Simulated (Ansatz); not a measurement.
# Mg7Cr16O32: the cost of one run

Method: DFT LDA, scalar-relativistic, plane waves, PAW, in Ansatz 0.2.0.

## 1. The system as given

The structure is cubic, space group P-43m (No. 215). The conventional cell has a = 8.344 Å, b = 8.344 Å, c = 8.344 Å, α = 90.00°, β = 90.00°, γ = 90.00°. Mg (site symmetry -42m) is surrounded by 4 O at 1.97 Å. Mg (site symmetry 3m) is surrounded by 4 O at 1.97 Å. Cr (site symmetry 3m) is surrounded by 6 O at 2.00 Å. Cr (site symmetry m) is surrounded by 6 O at 2.00 Å. Around O (site symmetry 3m) lie 3 Cr at 2.00 Å. Around O (site symmetry m) lie 1 Mg at 1.97 Å and 3 Cr at 2.00 Å. Around O (site symmetry 3m) lie 1 Mg at 1.97 Å and 3 Cr at 2.00 Å.

The input asks for a charge of -2 e on the cell.

Coordinates:

```
Mg Cr O
1.0
     8.34376    0.00000    0.00000
     0.00000    8.34376    0.00000
     0.00000    0.00000    8.34376
Mg Cr O
7 16 32
Direct
  0.50000 0.50000 0.00000
  0.50000 0.00000 0.50000
  0.00000 0.50000 0.50000
  0.25000 0.25000 0.25000
  0.75000 0.75000 0.25000
  0.75000 0.25000 0.75000
  0.25000 0.75000 0.75000
  0.62500 0.62500 0.62500
  0.12500 0.12500 0.62500
  0.12500 0.62500 0.12500
  0.62500 0.12500 0.12500
  0.62500 0.37500 0.37500
  0.12500 0.87500 0.37500
  0.12500 0.37500 0.87500
  0.62500 0.87500 0.87500
  0.37500 0.37500 0.62500
  0.87500 0.87500 0.62500
  0.87500 0.37500 0.12500
  0.37500 0.87500 0.12500
  0.37500 0.62500 0.37500
  0.87500 0.12500 0.37500
  0.87500 0.62500 0.87500
  0.37500 0.12500 0.87500
  0.86372 0.86372 0.86372
  0.36372 0.36372 0.86372
  0.36372 0.86372 0.36372
  0.86372 0.36372 0.36372
  0.38628 0.61372 0.61372
  0.88628 0.11371 0.61372
  0.88628 0.61372 0.11371
  0.38628 0.11371 0.11371
  0.63628 0.63628 0.86372
  0.13628 0.13628 0.86372
  0.13628 0.63628 0.36372
  0.63628 0.13628 0.36372
  0.61372 0.38628 0.61372
  0.11371 0.88628 0.61372
  0.11371 0.38628 0.11371
  0.61372 0.88628 0.11371
  0.86372 0.63628 0.63628
  0.36372 0.13628 0.63628
  0.36372 0.63628 0.13628
  0.86372 0.13628 0.13628
  0.38628 0.38628 0.38628
  0.88628 0.88628 0.38628
  0.88628 0.38628 0.88628
  0.38628 0.88628 0.88628
  0.63628 0.86372 0.63628
  0.13628 0.36372 0.63628
  0.13628 0.86372 0.13628
  0.63628 0.36372 0.13628
  0.61372 0.61372 0.38628
  0.11371 0.11371 0.38628
  0.11371 0.61372 0.88628
  0.61372 0.11371 0.88628
```

## 2. VA

Contents of input.yaml:

```yaml
crystal:
  lattice:
    - [8.34376, 0.0, 0.0]
    - [0.0, 8.34376, 0.0]
    - [0.0, 0.0, 8.34376]
  atoms:
    - { symbol: Mg, position: [0.5, 0.5, 0.0] }
    - { symbol: Mg, position: [0.5, 0.0, 0.5] }
    - { symbol: Mg, position: [0.0, 0.5, 0.5] }
    - { symbol: Mg, position: [0.25, 0.25, 0.25] }
    - { symbol: Mg, position: [0.75, 0.75, 0.25] }
    - { symbol: Mg, position: [0.75, 0.25, 0.75] }
    - { symbol: Mg, position: [0.25, 0.75, 0.75] }
    - { symbol: Cr, position: [0.625, 0.625, 0.625], spin: 3.0 }
    - { symbol: Cr, position: [0.125, 0.125, 0.625], spin: 3.0 }
    - { symbol: Cr, position: [0.125, 0.625, 0.125], spin: 3.0 }
    - { symbol: Cr, position: [0.625, 0.125, 0.125], spin: 3.0 }
    - { symbol: Cr, position: [0.625, 0.375, 0.375], spin: -3.0 }
    - { symbol: Cr, position: [0.125, 0.875, 0.375], spin: -3.0 }
    - { symbol: Cr, position: [0.125, 0.375, 0.875], spin: -3.0 }
    - { symbol: Cr, position: [0.625, 0.875, 0.875], spin: -3.0 }
    - { symbol: Cr, position: [0.375, 0.375, 0.625], spin: 3.0 }
    - { symbol: Cr, position: [0.875, 0.875, 0.625], spin: 3.0 }
    - { symbol: Cr, position: [0.875, 0.375, 0.125], spin: 3.0 }
    - { symbol: Cr, position: [0.375, 0.875, 0.125], spin: 3.0 }
    - { symbol: Cr, position: [0.375, 0.625, 0.375], spin: -3.0 }
    - { symbol: Cr, position: [0.875, 0.125, 0.375], spin: -3.0 }
    - { symbol: Cr, position: [0.875, 0.625, 0.875], spin: -3.0 }
    - { symbol: Cr, position: [0.375, 0.125, 0.875], spin: -3.0 }
    - { symbol: O, position: [0.863715, 0.863715, 0.863715] }
    - { symbol: O, position: [0.363715, 0.363715, 0.863715] }
    - { symbol: O, position: [0.363715, 0.863715, 0.363715] }
    - { symbol: O, position: [0.863715, 0.363715, 0.363715] }
    - { symbol: O, position: [0.386285, 0.613715, 0.613715] }
    - { symbol: O, position: [0.886285, 0.113715, 0.613715] }
    - { symbol: O, position: [0.886285, 0.613715, 0.113715] }
    - { symbol: O, position: [0.386285, 0.113715, 0.113715] }
    - { symbol: O, position: [0.636285, 0.636285, 0.863715] }
    - { symbol: O, position: [0.136285, 0.136285, 0.863715] }
    - { symbol: O, position: [0.136285, 0.636285, 0.363715] }
    - { symbol: O, position: [0.636285, 0.136285, 0.363715] }
    - { symbol: O, position: [0.613715, 0.386285, 0.613715] }
    - { symbol: O, position: [0.113715, 0.886285, 0.613715] }
    - { symbol: O, position: [0.113715, 0.386285, 0.113715] }
    - { symbol: O, position: [0.613715, 0.886285, 0.113715] }
    - { symbol: O, position: [0.863715, 0.636285, 0.636285] }
    - { symbol: O, position: [0.363715, 0.136285, 0.636285] }
    - { symbol: O, position: [0.363715, 0.636285, 0.136285] }
    - { symbol: O, position: [0.863715, 0.136285, 0.136285] }
    - { symbol: O, position: [0.386285, 0.386285, 0.386285] }
    - { symbol: O, position: [0.886285, 0.886285, 0.386285] }
    - { symbol: O, position: [0.886285, 0.386285, 0.886285] }
    - { symbol: O, position: [0.386285, 0.886285, 0.886285] }
    - { symbol: O, position: [0.636285, 0.863715, 0.636285] }
    - { symbol: O, position: [0.136285, 0.363715, 0.636285] }
    - { symbol: O, position: [0.136285, 0.863715, 0.136285] }
    - { symbol: O, position: [0.636285, 0.363715, 0.136285] }
    - { symbol: O, position: [0.613715, 0.613715, 0.386285] }
    - { symbol: O, position: [0.113715, 0.113715, 0.386285] }
    - { symbol: O, position: [0.113715, 0.613715, 0.886285] }
    - { symbol: O, position: [0.613715, 0.113715, 0.886285] }
magnetization:
  spin_polarized: true
total_charge: -2
scf:
  occupations: { method: gaussian, width: 0.02 }
output:
  forces: true
  stress: false
  eigenvalues: true
  populations: true
hamiltonian:
  xc: lda
kpoints:
  mp_grid: { grid: [1, 1, 1] }
relax:
  f_tol: 0.02
  adjacent_minimum: "off"
```

On the command line:

```
$ ansatz run input.yaml --threads 8 --pin off --max-ram 20480MiB --backend cpu --events-out ev --progress --plain --runs-dir out
```

What time and memory should one allow on 8 threads of Intel Xeon 6975P-C (Granite Rapids), shared host?

About 23 s, with a peak of 1.4 GiB.
